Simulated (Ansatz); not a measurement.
# AlF3 + H2: a complex and its separated parts

Aim: how far the complex at one end of a reaction step lies below its separated, relaxed parts, level by level.

Method: PBE0-D4/def2-TZVP structures, single points in def2-TZVPP, no counterpoise correction; program: Ansatz 0.2.0, Gaussian basis.

Levels: SPW92, PBE-D4, BLYP-D4, r2SCAN-D4, B97M-V, PBE0-D4, B3LYP-D4, r2SCAN0-D4, BHLYP-D4, CAM-B3LYP-D4, wB97X-V, wB97M-V, B2PLYP, PBE-QIDH, RPA on PBE, Hartree-Fock, MP2, CCSD, CCSD(T).

Correlated methods freeze the cores. B3LYP uses VWN-RPA correlation. B2PLYP carries no dispersion term here.

94 further runs of the same task are left out: 94 set aside as unsound or not needed.

## (1) Starting geometry

The complex: 6 atoms, charge 0, spin multiplicity 1.

Atoms are counted from 1 here; the program's logs count them from 0.

Bond lengths: Al1–F2 1.636 Å, Al1–F3 1.635 Å, Al1–F4 1.635 Å, H5–H6 0.758 Å. Angles: F2–Al1–F3 119.8°, F2–Al1–F4 119.8°, F3–Al1–F4 119.3°.

Coordinates:

```
Al   -0.48147   -0.38326    0.20382
F    -1.55857    0.84088    0.06867
F    -0.32155   -1.46218   -1.01374
F     0.20434   -0.70507    1.65233
H     0.83163    1.14040   -0.48783
H     1.32553    0.56913   -0.42326
```

Its parts: AlF3 holds atoms 1, 2, 3, 4; H2 holds atoms 5, 6. Each part counts its atoms afresh in its own runs.

## (2) Relaxing AlF3 alone

relax-a/in.yaml reads:

```yaml
crystal:
  periodic: [false, false, false]
  atoms:
    - {symbol: Al, position_ang: [-0.481475, -0.383261, 0.203818]}
    - {symbol: F, position_ang: [-1.558573, 0.840883, 0.068675]}
    - {symbol: F, position_ang: [-0.321552, -1.462184, -1.013735]}
    - {symbol: F, position_ang: [0.204341, -0.705069, 1.652333]}
basis:
  gaussian: {orbitals: def2-TZVP}
hamiltonian: {xc: pbe0, dispersion: d4}
relax: {f_tol: 0.005, max_steps: 200}
```

Run with:

```console
$ ansatz run in.yaml --threads 2 --pin off --events-out ev --progress --plain --max-ram 4352MiB
```

The runs that follow: Relaxing H2 alone; SPW92/def2-TZVPP; PBE-D4/def2-TZVPP; BLYP-D4/def2-TZVPP; r2SCAN-D4/def2-TZVPP; B97M-V/def2-TZVPP; PBE0-D4/def2-TZVPP; B3LYP-D4/def2-TZVPP; r2SCAN0-D4/def2-TZVPP; BHLYP-D4/def2-TZVPP; CAM-B3LYP-D4/def2-TZVPP; wB97X-V/def2-TZVPP; wB97M-V/def2-TZVPP; B2PLYP/def2-TZVPP; PBE-QIDH/def2-TZVPP; RPA on PBE/def2-TZVPP; CCSD(T)/def2-TZVPP; Vibrations of AlF3; Vibrations of H2.

What does the calculation give? Wanted: complex less parts, CCSD(T)/def2-TZVPP; with zero-point energy; largest T1 diagnostic.

As calculated:

| quantity | value |
| --- | --- |
| complex less parts, CCSD(T)/def2-TZVPP | -18.4 kJ/mol |
| with zero-point energy | -8.3 kJ/mol |
| largest T1 diagnostic | 0.013 |

In words: At CCSD(T) the complex lies 18.4 kJ/mol below its parts. The functionals run from B3LYP-D4, off by +0.8 kJ/mol, to SPW92, off by -20.3 kJ/mol, against CCSD(T). Mean unsigned error by rung: LDA 20.3, GGA 3.8, meta-GGA 3.0, hybrid 3.4, range-separated hybrid 3.0, double hybrid 2.5 kJ/mol. PBE-D4 gives a relative energy 3.5 kJ/mol too low, inside chemical accuracy (1 kcal/mol, 4.2 kJ/mol). No counterpoise was applied, and triple zeta lacks some correlation, so the CCSD(T) reference has a basis error of its own, and close matches with it are partly luck.
